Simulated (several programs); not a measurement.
## AlBSb₂ (ordering on zincblende) from semi-empirical methods to plane-wave DFT

AlBSb₂, ordered on the zincblende lattice (P-4m2) with 4 atoms a cell, relaxed with r2SCAN in Ansatz, was computed with several methods. Space group P-4m2 (No. 115), tetragonal; conventional cell a = 4.006 Å, c = 5.880 Å, 23.60 Å³ an atom. B is surrounded by 4 Sb at 2.37 Å; Sb is surrounded by 2 B at 2.37 Å and 2 Al at 2.61 Å; Al is surrounded by 4 Sb at 2.61 Å. These are computed values for a spin-unpolarised cell that may be hypothetical; none is a measurement.

```cif
data_structure
_symmetry_space_group_name_H-M 'P-4m2'
_symmetry_Int_Tables_number 115
_cell_length_a 4.0065
_cell_length_b 4.0065
_cell_length_c 5.8801
_cell_angle_alpha 90.000
_cell_angle_beta 90.000
_cell_angle_gamma 90.000
_cell_volume 94.39
loop_
_atom_site_label
_atom_site_type_symbol
_atom_site_symmetry_multiplicity
_atom_site_Wyckoff_symbol
_atom_site_fract_x
_atom_site_fract_y
_atom_site_fract_z
_atom_site_occupancy
B1 B 1 a 0.00000 0.00000 0.00000 1
Sb1 Sb 2 g 0.00000 0.50000 0.21485 1
Al1 Al 1 c 0.50000 0.50000 0.50000 1
```

Gaps and times are for a single point on this cell; volume and bulk modulus come from each method's own relaxation or energy curve at fixed shape, which is too stiff where a cell has free coordinates or axes. Times are rough, from shared hosts (Arm Neoverse V1), and each method has its own mesh and cell size. A double dagger marks a value from a curve with shape and coordinates held. A star marks a curve whose lowest point is an end point. PM6 (MOPAC), PM7 (MOPAC), GFN1-xTB (tblite), GFN2-xTB (tblite) treat a cluster of cells at its zone centre, which samples few k points: where these miss a band edge, the gap comes out too large for that reason alone. Gaps from k meshes are read at a limited set of points (mesh, symmetry points, PBE's band edges), so each method's own least gap may be somewhat smaller. xTB and the PM methods were fitted mostly to molecules, and can miss a solid's gap by electronvolts. Minimal bases can be far off for gaps. Times of the plane-wave ladder aren't listed, since it ran on unlike processors and cards. d marks a direct gap, i an indirect one (no mark: not told apart), a dash a value that wasn't computed or didn't pass its checks.

| method | kind | gap (eV) | own volume (Å³/atom) | bulk modulus (GPa) | atoms computed | processor time |
| --- | --- | --- | --- | --- | --- | --- |
| light PBE (260 eV and a coarse mesh) | light plane-wave | 0.01 | – | – | 4 | 1.4 s |
| GFN1-xTB (tblite) | tight binding | 0 | 21.28*‡ | 87*‡ | cluster | 5.5 s |
| PBE/SZV (CP2K) | small basis | 1.36 i | 24.33‡ | 72‡ | 4 | 6 s |
| PBE | semilocal | 0 | 23.99 | 65‡ | 4 | – |
| PBE/single zeta (GPAW) | small basis | 0.39 i | – | – | 4 | 11 s |
| GFN2-xTB (tblite) | tight binding | 1.39 | 23.81‡ | 66‡ | cluster | 13 s |
| PBE/DZVP (CP2K) | small basis | 0.07 d | 24.22‡ | 65‡ | 4 | 15 s |
| r2SCAN | semilocal | 0.13 d | 23.60 | 72‡ | 4 | – |
| PM6 (MOPAC) | semi-empirical | 4.40 | – | – | cluster | 20 s |
| PM7 (MOPAC) | semi-empirical | 4.10 | – | – | cluster | 35 s |
| PBE+SOC | semilocal | 0.11 i | – | – | 4 | – |
| HSE06 | hybrid | 0.56 d | – | – | 4 | – |

Against HSE06 (0.56 eV) and with closed or daggered gaps left aside, the nearest gap at the points sampled is that of PBE/single zeta (GPAW) (-0.17 eV) and the farthest that of PM6 (MOPAC) (+3.84 eV). HSE06 is only a yardstick of convenience, and nearness to it can be luck.

Volumes against r2SCAN's: PBE +1.7 %.

With PBE the bands overlap or touch, or nearly. Semilocal functionals can close a real gap, so this doesn't show a metal; small gaps of other methods may in turn close between the points read or with spin-orbit coupling, and the solid may be a semimetal.

Only the rows marked +SOC include spin-orbit coupling.
